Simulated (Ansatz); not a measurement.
# C2H5BSi: the cost of one run

Method: RKS B3LYP-D4/def2-SVP, in Ansatz 0.2.0.

## Step 1: The starting structure

Bond lengths: B1–C2 1.503 Å, C2–Si3 1.781 Å, Si3–C4 1.755 Å, B1–H5 1.175 Å, B1–H6 1.180 Å, C2–H7 1.089 Å, C4–H8 1.081 Å, C4–H9 1.081 Å. Angles: B1–C2–Si3 124.3°, B1–C2–H7 120.4°, Si3–C2–H7 115.3°, C2–B1–H5 120.0°, C2–B1–H6 120.6°, H5–B1–H6 119.4°, C2–Si3–C4 175.7°, Si3–C4–H8 120.4°, Si3–C4–H9 120.1°, H8–C4–H9 114.8°.

Coordinates:

```xyz
9

B    -0.2629    1.8171   -1.0168
C     0.3544    0.4471   -1.0253
Si    0.1835   -0.7378    0.2932
C    -0.1130   -1.9178    1.5585
H    -0.1179    2.5326   -1.9378
H    -0.8900    2.1882   -0.0880
H     0.9213    0.1024   -1.8893
H    -0.5604   -1.6147    2.4942
H     0.4851   -2.8172    1.6114
```

## Step 2: Relaxing end A

input.yaml

```yaml
crystal:
  periodic: [false, false, false]
  atoms:
    - { symbol: B, position_ang: [-0.26294, 1.81712, -1.01678] }
    - { symbol: C, position_ang: [0.35441, 0.44715, -1.02532] }
    - { symbol: Si, position_ang: [0.18348, -0.73782, 0.29323] }
    - { symbol: C, position_ang: [-0.11296, -1.91781, 1.55848] }
    - { symbol: H, position_ang: [-0.11793, 2.53259, -1.93782] }
    - { symbol: H, position_ang: [-0.89004, 2.18816, -0.08801] }
    - { symbol: H, position_ang: [0.92127, 0.10245, -1.88933] }
    - { symbol: H, position_ang: [-0.56044, -1.61466, 2.49418] }
    - { symbol: H, position_ang: [0.48514, -2.81719, 1.61137] }
basis:
  gaussian: { orbitals: def2-SVP }
hamiltonian:
  xc: b3lyp
  dispersion: d4
relax:
  f_tol: 0.015
  max_steps: 40
output:
  orbitals: {}
```

The run is started by

```sh
ansatz run input.yaml --threads 1 --pin off --max-ram 2048MiB --backend cpu --events-out ev --progress --plain --runs-dir out
```

**Question.** How long does this run take on 1 thread of AMD EPYC 7R13 (Zen 3), shared host, and how much memory does it need?

About 34 s, with a peak of 0.18 GiB.
